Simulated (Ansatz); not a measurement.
**BeTeS3: a trial structure relaxed**

Aim: relax a trial structure of BeTeS3 and see where it ends.

Method: DFT PBE, scalar-relativistic, plane waves, PAW, in Ansatz 0.2.0.

## 1. Starting point

Symmetry: P-6m2, No. 187, hexagonal system. The conventional cell has a = 4.578 Å, b = 4.578 Å, c = 5.652 Å, α = 90.00°, β = 90.00°, γ = 120.00°. Be (site symmetry -6m2) is surrounded by 9 S at 2.64 to 3.01 Å. Te (site symmetry -6m2) has 8 S at 2.83 to 2.98 Å as nearest neighbours. Around S (site symmetry 3m) lie 5 S at 2.77 to 3.01 Å and 3 Te at 2.98 Å and 3 Be at 3.01 Å. S (site symmetry -6m2) has 3 Be at 2.64 Å and 2 Te at 2.83 Å as nearest neighbours.

As a file:

```cif
data_structure
_symmetry_space_group_name_H-M 'P 1'
_symmetry_Int_Tables_number 1
_cell_length_a 4.5784
_cell_length_b 4.5784
_cell_length_c 5.6522
_cell_angle_alpha 90.000
_cell_angle_beta 90.000
_cell_angle_gamma 120.000
_cell_volume 102.61
loop_
_atom_site_label
_atom_site_type_symbol
_atom_site_fract_x
_atom_site_fract_y
_atom_site_fract_z
_atom_site_occupancy
Be1 Be 0.33333 0.66667 0.50000 1
Te1 Te 0.66667 0.33333 0.00000 1
S1 S 0.00000 0.00000 0.75525 1
S2 S 0.00000 0.00000 0.24475 1
S3 S 0.66667 0.33333 0.50000 1
```

A structure generator made this guess: species swapped into a database cell of GaNi3As (P-6m2, No. 187), with Be on the Ga sites, S on the Ni sites and Te on the As sites. Its size is a rough estimate.

## 2. Probe: one point on a coarse mesh

Input file input.yaml:

```yaml
crystal:
  lattice:
    - [4.57837838, 0.0, 0.0]
    - [-2.28918919, 3.96499198, 0.0]
    - [0.0, 0.0, 5.65221525]
  atoms:
    - { symbol: Be, position: [0.33333333, 0.66666667, 0.5] }
    - { symbol: Te, position: [0.66666667, 0.33333333, 0.0] }
    - { symbol: S, position: [0.0, 0.0, 0.755247] }
    - { symbol: S, position: [0.0, 0.0, 0.244753] }
    - { symbol: S, position: [0.66666667, 0.33333333, 0.5] }
basis:
  ecutwfc: 420
kpoints:
  mp_grid: { grid: [6, 6, 4] }
hamiltonian:
  xc: pbe
scf:
  occupations: { method: gaussian, width: 0.1 }
  lower_state_search: "off"
output:
  forces: true
  stress: true
  eigenvalues: true
```

Run with:

```
$ ansatz run input.yaml --threads 1 --pin off --max-ram 2560MiB --backend cpu --events-out ev --progress --plain --runs-dir out
```

The session goes on with these runs: rough relaxation on the coarse mesh; relaxation on the finer mesh; relaxation repeated from the relaxed cell.

Q: Predict the outcome of this session. Wanted: conventional cell; volume; energy over the elements; gap on the mesh.

**Answer**, as computed:

| quantity | value |
| --- | --- |
| symmetry at the end (tolerance 0.02 Å) | space group P-6m2 (No. 187) |
| conventional cell | a = 3.569 Å, b = 3.569 Å, c = 11.813 Å, α = 90.00°, β = 90.00°, γ = 120.00° |
| volume | 26.07 Å³/atom |
| energy over the elements | -0.12 eV/atom |
| gap on the mesh | 0.55 eV |

The space group P-6m2 (No. 187) is kept, and the volume per atom grows by 27.0 % from the first guess. A negative formation energy is needed for stability but isn't enough; other structures and compounds were not set against it here. No finished test with a distortion of lower symmetry is shown, so the end may be a saddle point. These runs have no spin-orbit coupling; with Te it would split and shift bands. Layers here are held mostly by dispersion, which this level lacks, so their spacing and the stiffness across them are unreliable there.
